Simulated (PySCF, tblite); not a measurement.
# C3H9BrF2Ga2O2: geometry, infrared bands and NMR shifts

Wanted: the infrared bands and NMR shifts of C3H9BrF2Ga2O2 (`C[O+]1[GaH2-][O+](CC(F)F)[Ga@@H-]1[Br]`), by calculation.

The runs use tblite 0.8.0 and PySCF 2.14.0, with density-fitted response routines of our own; the level of theory stands in each step. All values are computed, except where a source is named. Atoms count from 0, in the outputs and in this text.

### Step 1. Starting geometry

19 atoms, charge 0, multiplicity 1; geometry from: GFN2-xTB.

Bonds of the start (Å): C0–O1 1.43, O1–Ga2 2.01, Ga2–O3 2.03, O3–C4 1.40, C4–C5 1.52, C5–F6 1.34, C5–F7 1.39, O3–Ga8 1.99, Ga8–Br9 2.26, Ga8–O1 1.93, C0–H10 1.09, C0–H11 1.09, C0–H12 1.09, Ga2–H13 1.53, Ga2–H14 1.54, C4–H15 1.10, C4–H16 1.10, C5–H17 1.10, Ga8–H18 1.52.

### Step 2. Infrared spectrum with GFN2-xTB

What the job is given:

```
{"job": {"kind": "ir", "xc": "GFN2-xTB", "basis": "xTB"}, "charge": 0, "multiplicity": 1}
C     -3.144152     0.205211     0.485501
O     -1.765171    -0.108811     0.288611
Ga    -0.217658     0.930833     1.048609
O      0.695653    -0.268458    -0.304744
C      2.077460    -0.257095    -0.552102
C      2.754175     0.215844     0.728167
F      4.048996     0.498003     0.550642
F      2.139387     1.402052     1.106477
Ga    -0.882857    -1.310319    -0.929826
Br    -1.434144    -0.876895    -3.074620
H     -3.590436    -0.492743     1.199410
H     -3.219403     1.223205     0.881721
H     -3.684892     0.146647    -0.464768
H     -0.466249     2.361663     0.577162
H      0.001531     0.351281     2.454285
H      2.441843    -1.258482    -0.814734
H      2.327278     0.444992    -1.358915
H      2.639599    -0.479240     1.572971
H     -0.730762    -2.718438    -0.370979
```

What it wrote:

```text
mode    cm-1     km/mol
  1      33.9      4.38
  2      35.8      1.71
  3      53.8      2.17
  4      77.0      1.40
  5      85.8      0.72
  6      97.1      2.10
  7     106.0      4.10
  8     140.8      0.73
  9     145.5      5.64
 10     165.4     14.92
 11     178.7      8.22
 12     201.6     24.45
 13     227.2     24.36
 14     283.6     26.43
 15     301.8     10.31
 16     319.7      6.20
 17     368.4    267.97
 18     385.7     82.07
 19     429.7      4.93
 20     461.3     94.74
 21     498.9     82.95
 22     519.4     39.58
 23     531.0    274.41
 24     554.5     13.79
 25     578.9    197.68
 26     645.9    230.58
 27     849.1     84.30
 28    1009.7     84.43
 29    1025.2    197.17
 30    1062.8     10.80
 31    1080.6    130.52
 32    1120.9    119.62
 33    1134.7      0.60
 34    1141.3      1.84
 35    1189.9     11.00
 36    1237.9      9.10
 37    1249.4     17.88
 38    1323.0     16.75
 39    1413.4      1.24
 40    1456.9      2.41
 41    1464.7      2.69
 42    1471.3      1.74
 43    1747.3    332.72
 44    1787.2    181.75
 45    1801.4    421.86
 46    2891.8     10.65
 47    2916.2     16.69
 48    2922.1     15.04
 49    2934.1     15.90
 50    2937.0     24.17
 51    2953.3     20.59
```

The strongest bands and the atoms that carry them (share of the mass-weighted mode):

```tsv
cm⁻¹	km/mol	atoms
368	268.0	O1 35 %, O3 26 %
531	274.4	H18 82 %
579	197.7	H14 65 %, H13 21 %
646	230.6	H14 49 %, H13 48 %
1025	197.2	O1 49 %, C0 45 %
1747	332.7	H14 98 %
1787	181.8	H18 95 %
1801	421.9	H13 95 %
```

### Step 3. Optimising the geometry at PBE0-D3(BJ)/def2-SVP

Same as in step 2 but for these lines:

```diff
@@ -1,2 +1,2 @@
-{"job": {"kind": "ir", "xc": "GFN2-xTB", "basis": "xTB"}, "charge": 0, "multiplicity": 1}
+{"job": {"xc": "PBE0", "basis": "def2-SVP", "d3": "d3bj", "grid": 1, "kind": "geom"}, "charge": 0, "multiplicity": 1}
 C     -3.144152     0.205211     0.485501
```

What it wrote:

```text
step   0  E = -6891.43191784  max force = 0.020356
step   1  E = -6891.43847754  max force = 0.007311
step   2  E = -6891.43948360  max force = 0.005325
step   3  E = -6891.44013074  max force = 0.003234
step   4  E = -6891.44043254  max force = 0.003070
step   5  E = -6891.44064290  max force = 0.003179
step   6  E = -6891.44082540  max force = 0.003044
step   7  E = -6891.44114716  max force = 0.002359
step   8  E = -6891.44138074  max force = 0.002928
step   9  E = -6891.44156531  max force = 0.003628
step  10  E = -6891.44184857  max force = 0.002838
step  11  E = -6891.44202072  max force = 0.001299
step  12  E = -6891.44211750  max force = 0.001081
step  13  E = -6891.44214598  max force = 0.000855
step  14  E = -6891.44214310  max force = 0.000628
step  15  E = -6891.44212292  max force = 0.001093
step  16  E = -6891.44212146  max force = 0.001146
step  17  E = -6891.44213538  max force = 0.001072
step  18  E = -6891.44216655  max force = 0.000672
step  19  E = -6891.44218243  max force = 0.000448
step  20  E = -6891.44219006  max force = 0.000458
step  21  E = -6891.44219225  max force = 0.000361
optimisation converged
```

Wall time 39 min (1 thread, shared host).

Along the way:

```tsv
step	energy from step 0 (eV)	largest force component (eV/Å)
0	0.0000	1.0467
1	-0.1785	0.3759
2	-0.2059	0.2738
3	-0.2235	0.1663
4	-0.2317	0.1579
5	-0.2374	0.1635
6	-0.2424	0.1565
7	-0.2511	0.1213
8	-0.2575	0.1506
9	-0.2625	0.1866
10	-0.2702	0.1459
11	-0.2749	0.0668
12	-0.2775	0.0556
13	-0.2783	0.0440
14	-0.2782	0.0323
15	-0.2777	0.0562
16	-0.2777	0.0589
17	-0.2780	0.0551
18	-0.2789	0.0346
19	-0.2793	0.0230
20	-0.2795	0.0236
21	-0.2796	0.0186
```

Distances of close pairs at the start and the end, largest changes first:

```tsv
bond	before (Å)	after (Å)	change (Å)
Ga8–Br9	2.257	2.315	+0.059
O3–Ga8	1.992	1.938	-0.054
Ga2–O3	2.026	1.989	-0.037
Ga2–H13	1.527	1.562	+0.035
Ga8–H18	1.523	1.551	+0.029
C5–F7	1.389	1.361	-0.027
O1–Ga2	2.013	1.987	-0.027
Ga2–H14	1.536	1.558	+0.022
```

The next job starts from the end point, and lists it.

```tsv
at the end point	value
point group (found at 0.08 Å tolerance)	C1
rotational constants (GHz, main isotopes)	0.689, 0.377, 0.279
dipole moment (D)	1.55
```

### Step 4. NMR shieldings: PBE0/pcSseg-1

What the job is given:

```
{"job": {"kind": "nmr", "xc": "PBE0", "basis": "pcSseg-1"}, "charge": 0, "multiplicity": 1}
C     -3.010842     0.428740     0.845079
O     -1.707594    -0.107526     0.939043
Ga    -0.067502     0.965403     1.263420
O      0.646087    -0.516677     0.145436
C      1.666909    -0.338369    -0.797825
C      2.931263     0.081440    -0.087769
F      3.884834     0.359860    -0.992843
F      2.676388     1.213713     0.623910
Ga    -1.006549    -1.464897    -0.206362
Br    -1.626524    -0.902695    -2.365061
H     -3.711031    -0.154873     1.464278
H     -3.017147     1.470070     1.202953
H     -3.363704     0.425004    -0.199797
H     -0.217196     2.267711     0.414386
H      0.366054     0.729800     2.741507
H      1.863916    -1.275433    -1.343510
H      1.411815     0.438842    -1.540885
H      3.305799    -0.678650     0.619096
H     -1.035520    -2.931714     0.297219
```

Method: GIAO PBE0/pcSseg-1 NMR shielding, non-relativistic, gas phase.

What it wrote:

```text
coarse grid: 80912 points
cycle   1  E = -6891.5552551160  dE = -1.140e+00  |g| = 1.805e+00  |ddm| = 4.202e+00
cycle   2  E = -6891.1624159073  dE =  3.928e-01  |g| = 2.318e+00  |ddm| = 2.063e+00
cycle   3  E = -6891.8396757680  dE = -6.773e-01  |g| = 3.593e-01  |ddm| = 1.471e+00
cycle   4  E = -6891.8585323768  dE = -1.886e-02  |g| = 1.498e-01  |ddm| = 3.182e-01
cycle   5  E = -6891.8616142179  dE = -3.082e-03  |g| = 2.535e-02  |ddm| = 1.141e-01
cycle   6  E = -6891.8616827085  dE = -6.849e-05  |g| = 6.709e-03  |ddm| = 1.709e-02
cycle   7  E = -6891.8616877439  dE = -5.035e-06  |g| = 1.888e-03  |ddm| = 4.892e-03
final grid: 167256 points
cycle   8  E = -6891.8616870355  dE =  4.100e-07  |g| = 2.684e-03  |ddm| = 3.323e-03
cycle   9  E = -6891.8616856447  dE =  1.391e-06  |g| = 4.038e-03  |ddm| = 3.552e-03
cycle  10  E = -6891.8616880765  dE = -2.432e-06  |g| = 2.811e-04  |ddm| = 2.213e-03
cycle  11  E = -6891.8616880887  dE = -1.219e-08  |g| = 5.116e-05  |ddm| = 1.971e-04
cycle  12  E = -6891.8616880891  dE = -3.802e-10  |g| = 5.032e-06  |ddm| = 3.126e-05
converged SCF energy = -6891.8616880891

GIAO shielding tensors (ppm)
atom      isotropic    diamagn.    paramagn.     s11        s22        s33       span
  0 C      131.469     238.512    -107.043    101.911    107.395    185.100     83.189
  1 O      310.972     410.937     -99.965    239.846    318.759    374.310    134.465
  2 Ga    1497.278    2641.835   -1144.557   1316.346   1359.799   1815.689    499.343
  3 O      300.397     411.612    -111.215    236.299    299.134    365.758    129.459
  4 C      118.256     243.657    -125.400     96.122    105.578    153.069     56.947
  5 C       66.146     244.003    -177.856     48.253     69.671     80.515     32.261
  6 F      323.858     466.037    -142.179    232.084    335.029    404.463    172.379
  7 F      324.373     475.946    -151.573    236.978    347.709    388.433    151.454
  8 Ga    1482.389    2640.248   -1157.859   1341.766   1398.667   1706.734    364.968
  9 Br    2739.369    3128.170    -388.801   2587.894   2669.457   2960.757    372.863
 10 H       27.752      26.226       1.526     22.960     24.162     36.135     13.175
 11 H       27.915      27.973      -0.059     22.769     25.383     35.592     12.823
 12 H       27.157      27.985      -0.828     20.551     27.575     33.346     12.794
 13 H       26.524      30.894      -4.370     21.075     22.070     36.426     15.351
 14 H       26.585      30.139      -3.555     19.845     21.579     38.331     18.486
 15 H       27.645      29.069      -1.425     22.205     27.381     33.347     11.142
 16 H       27.312      30.639      -3.326     21.804     27.704     32.430     10.626
 17 H       25.450      28.033      -2.583     22.886     24.268     29.196      6.310
 18 H       26.169      28.288      -2.120     19.007     20.074     39.425     20.419
```

Wall time 5.5 min (1 thread, shared host).

Shifts follow as δ = σ(reference) − σ, with reference shieldings (ppm) from runs at the same level and on the same kind of geometry: 1H TMS 31.27, 13C TMS 184.4, 19F CFCl3 177.2, 17O H2O 334.6, 71Ga GaH4- 1710, 79Br HBr 2584. The references are single molecules in the gas phase, so shifts against H2O, NH3, PH3, H3PO4 or CFCl3 are not on the usual liquid scales and can be off by tens of ppm. Shifts against hydride references such as AlH4− lie on their own scale. Atoms listed in one row are averaged.

```tsv
atoms	environment	σ (ppm)	δ (ppm)
C5	sp3 CH bonded to 2 F	66.1	118.3
C4	sp3 CH2 bonded to O	118.3	66.2
C0	methyl carbon bonded to O	131.5	52.9
H17	hydrogen on an sp3 CH bonded to 2 F	25.45	5.82
H18	hydrogen on a Ga bonded to Br, 2 O, in a 4-membered ring	26.17	5.10
H13	hydrogen on a Ga bonded to 2 O, in a 4-membered ring	26.52	4.74
H14	hydrogen on a Ga bonded to 2 O, in a 4-membered ring	26.58	4.68
H16	hydrogen on an sp3 CH2 bonded to O	27.31	3.95
H10, H11, H12	hydrogen on a methyl carbon bonded to O	27.61	3.66
H15	hydrogen on an sp3 CH2 bonded to O	27.64	3.62
O3	donor oxygen of a Lewis adduct	300.4	34.2
O1	donor oxygen of a Lewis adduct	311.0	23.6
Ga8	Ga bonded to Br, 2 O, H, in a 4-membered ring	1482	228
Ga2	Ga bonded to 2 O, 2 H, in a 4-membered ring	1497	213
F6	fluorine of a CF2 group	323.9	-146.6
F7	fluorine of a CF2 group	324.4	-147.1
Br9	bromine bonded to Ga	2739	-155
```

The run also stored atomic charges by several schemes (e):

```tsv
atoms	Mulliken	IAO	Hirshfeld	ESP fit
C0	-0.01	-0.19	-0.04	-0.18
O1	-0.87	-0.57	-0.22	-0.27
Ga2	0.70	0.62	0.38	0.57
O3	-0.88	-0.56	-0.22	-0.33
C4	0.03	-0.07	-0.02	-0.14
C5	0.51	0.44	0.15	0.44
F6	-0.29	-0.29	-0.09	-0.23
F7	-0.30	-0.28	-0.07	-0.21
Ga8	1.13	0.73	0.42	0.48
Br9	-0.50	-0.30	-0.21	-0.27
```

Mayer bond orders: C0–O1 0.87, O1–Ga2 0.35, Ga2–O3 0.33, O3–C4 0.88, C4–C5 1.02, C5–F6 0.97, C5–F7 0.92, O3–Ga8 0.36, Ga8–Br9 0.76, Ga8–O1 0.42.

Ring of atoms O1, Ga2, O3, Ga8: NICS(0) -6.6, NICS(1) -1.4, NICS(1)zz 1.5 ppm (means of both faces).

### Step 5. Shielding tensors: PBE/pcSseg-1

Same as in step 4 but for these lines:

```diff
@@ -1,2 +1,2 @@
-{"job": {"kind": "nmr", "xc": "PBE0", "basis": "pcSseg-1"}, "charge": 0, "multiplicity": 1}
+{"job": {"kind": "nmr", "xc": "PBE", "basis": "pcSseg-1", "pop": false}, "charge": 0, "multiplicity": 1}
 C     -3.010842     0.428740     0.845079
```

With the program's defaults for keys left out, this is: GIAO PBE/pcSseg-1 NMR shielding, non-relativistic, gas phase.

What it wrote:

```text
coarse grid: 80912 points
cycle   1  E = -6891.2400119328  dE = -1.073e+00  |g| = 2.287e+00  |ddm| = 4.333e+00
cycle   2  E = -6889.7913354820  dE =  1.449e+00  |g| = 3.702e+00  |ddm| = 3.417e+00
cycle   3  E = -6891.5657667339  dE = -1.774e+00  |g| = 8.797e-01  |ddm| = 2.891e+00
cycle   4  E = -6891.6951972582  dE = -1.294e-01  |g| = 2.872e-01  |ddm| = 7.918e-01
cycle   5  E = -6891.7051502135  dE = -9.953e-03  |g| = 8.614e-02  |ddm| = 2.695e-01
cycle   6  E = -6891.7061464050  dE = -9.962e-04  |g| = 2.961e-02  |ddm| = 8.505e-02
cycle   7  E = -6891.7062849036  dE = -1.385e-04  |g| = 5.600e-03  |ddm| = 2.562e-02
cycle   8  E = -6891.7062883050  dE = -3.401e-06  |g| = 1.898e-03  |ddm| = 4.130e-03
final grid: 167256 points
cycle   9  E = -6891.7062905316  dE =  1.128e-06  |g| = 3.192e-03  |ddm| = 6.077e-03
cycle  10  E = -6891.7062861367  dE =  4.395e-06  |g| = 5.767e-03  |ddm| = 8.339e-03
cycle  11  E = -6891.7062927472  dE = -6.610e-06  |g| = 7.406e-04  |ddm| = 4.994e-03
cycle  12  E = -6891.7062928331  dE = -8.593e-08  |g| = 1.454e-04  |ddm| = 6.154e-04
cycle  13  E = -6891.7062928363  dE = -3.109e-09  |g| = 3.103e-05  |ddm| = 1.175e-04
cycle  14  E = -6891.7062928364  dE = -1.710e-10  |g| = 4.206e-06  |ddm| = 2.716e-05
converged SCF energy = -6891.7062928364

GIAO shielding tensors (ppm)
atom      isotropic    diamagn.    paramagn.     s11        s22        s33       span
  0 C      125.725     239.003    -113.278     94.456    100.975    181.743     87.287
  1 O      291.209     409.558    -118.349    213.120    299.147    361.359    148.239
  2 Ga    1423.293    2642.154   -1218.861   1244.460   1293.607   1731.812    487.352
  3 O      280.317     410.447    -130.130    211.130    277.944    351.875    140.745
  4 C      111.440     244.590    -133.150     88.866     98.687    146.767     57.901
  5 C       56.875     244.829    -187.954     36.182     62.211     72.231     36.048
  6 F      306.369     465.689    -159.320    216.415    313.506    389.187    172.773
  7 F      306.327     476.179    -169.852    220.903    325.586    372.491    151.589
  8 Ga    1405.197    2641.006   -1235.809   1265.651   1318.662   1631.277    365.625
  9 Br    2647.628    3127.953    -480.324   2472.142   2556.599   2914.144    442.002
 10 H       27.625      26.132       1.493     22.892     24.109     35.874     12.982
 11 H       27.789      28.063      -0.274     22.833     25.176     35.357     12.524
 12 H       26.949      28.190      -1.241     20.552     27.114     33.182     12.630
 13 H       26.204      31.045      -4.841     20.777     21.810     36.025     15.249
 14 H       26.229      30.136      -3.907     19.506     21.275     37.906     18.400
 15 H       27.481      29.239      -1.759     22.270     27.046     33.125     10.854
 16 H       27.209      31.065      -3.856     21.806     27.426     32.393     10.587
 17 H       25.170      28.124      -2.954     22.703     24.031     28.777      6.074
 18 H       25.750      28.314      -2.564     18.572     19.658     39.019     20.447
```

Wall time 4.6 min (1 thread, shared host).

Key values: δ C5 123.2, C4 68.6, C0 54.3, O3 54.3, H17 6.03, H18 5.45 ppm.

### Step 6. Comparing the runs: NMR shifts

Shifts (ppm) of some atoms, chosen among heavy atoms and hydrogens apart, with basis size and wall time:

```tsv
run	H18	H14	O3	O1	Ga8	Ga2	Br9	functions	time
PBE0/pcSseg-1	5.10	4.68	34.2	23.6	228	213	-155	287	5.5 min
PBE/pcSseg-1	5.45	4.97	54.3	43.4	258	240	-96	287	4.6 min
```

### Step 7. Summary of results

| quantity | value |
| --- | --- |
| strongest single infrared mode (GFN2-xTB) | 1801 cm⁻¹, 422 km/mol |
| zero-point energy (GFN2-xTB) | 70.8 kcal/mol |
| point group | C1 |
| rotational constants (main isotopes) | 0.69, 0.38, 0.28 GHz |
| 13C shifts against TMS (PBE0/pcSseg-1) | 118.3, 66.2, 52.9 ppm |
| 1H shifts against TMS (PBE0/pcSseg-1, means over atoms taken as alike) | 5.82, 5.10, 4.74, 4.68, 3.95, 3.66, 3.62 ppm |
| 17O shifts against H2O (PBE0/pcSseg-1) | 34.2, 23.6 ppm |
| 71Ga shifts against GaH4- (PBE0/pcSseg-1) | 228, 213 ppm |
| 19F shifts against CFCl3 (PBE0/pcSseg-1) | -146.6, -147.1 ppm |
| 79Br shifts against HBr (PBE0/pcSseg-1) | -155 ppm |
| range of the shift of Br9 | -155 to -96 ppm |

What this shows: No mode is imaginary among the 51: a minimum at this level. The strongest single mode, at 1801 cm⁻¹, moves mainly H13. Unscaled tight-binding wavenumbers are off by several per cent, some by more. Its intensities can rank the bands wrongly. The optimisation took 21 steps and gained 0.280 eV; among the close pairs (by a distance rule), Ga8–Br9 changed most, from 2.257 to 2.315 Å. H17 (hydrogen on an sp3 CH bonded to 2 F) lies farthest downfield among hydrogen, at 5.82 ppm; its carbon carries F, hence the downfield position. At PBE0/pcSseg-1: The largest span, 499 ppm, is at Ga2, where the paramagnetic term is -1145 ppm. In ppm, Br9 moves most: its shift spreads over 59 ppm, from -155 (PBE0/pcSseg-1) to -96 (PBE/pcSseg-1). Spin-orbit coupling is left out, which matters for shieldings and couplings at and beside the heavy atoms.
